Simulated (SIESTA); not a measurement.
Crystal: Cd2S.

```xyz
3
Lattice="3.9627 0.0000 0.0000 -1.9813 3.4318 0.0000 0.0000 0.0000 5.8092" Properties=species:S:1:pos:R:3 pbc="T T T"
Cd    0.0000    2.2878    5.4183
Cd    1.9813    1.1439    3.3620
S     0.0000    2.2878    2.1245
```

The cell comes from a database or a generator and needn't be the stable form of this composition.

| Item | Value |
| --- | --- |
| Program | SIESTA 5.4.2 |
| Task | single point |
| Functional | PBE |
| Potentials or basis | PseudoDojo 0.4 standard (PBE files) |
| Basis | DZP (energy shift 0.003 Ry; two zetas on semicore shells) |
| Grid cutoff | 800 Ry |
| Energy shift | 0.003 Ry |
| k mesh | 8 × 8 × 5 |
| Occupations | fermi-dirac, width 0.05 eV |
| Spin | no spin polarisation |

On this cell: pressure -0.6 GPa; largest force 0.094 eV/Å; band gap on the k mesh 0.25 eV, indirect (least direct gap 0.58 eV).

The same run follows on a disturbed copy (atoms moved at random, drawn with an rms of 0.05 Å):

```
Cd S
1.0
     3.96267    0.00000    0.00000
    -1.98134    3.43177    0.00000
     0.00000    0.00000    5.80919
Cd S
2 1
Cartesian
  -0.0135 2.2609 5.4264
  2.0175 1.2042 3.3235
  -0.0381 2.2548 2.0836
```

Q: What does the disturbed cell give?

A: The energy moves by +11.7 meV/atom; pressure -0.1 GPa; largest force 0.550 eV/Å; band gap on the k mesh 0.15 eV, indirect (least direct gap 0.48 eV).

Forces on the atoms (eV/Å):
```
Cd   0.012  0.001 -0.291
Cd  -0.375 -0.349  0.069
S    0.363  0.347  0.223
```

Stress tensor (GPa, compression positive):
```
 0.06  0.78 -0.71
 0.78 -1.61 -0.67
-0.71 -0.67  1.16
```

Caveats: an odd mesh through Γ misses points on the zone boundary, where band edges often lie; the basis of atomic orbitals isn't converged, which shifts pressures, moduli and gaps.
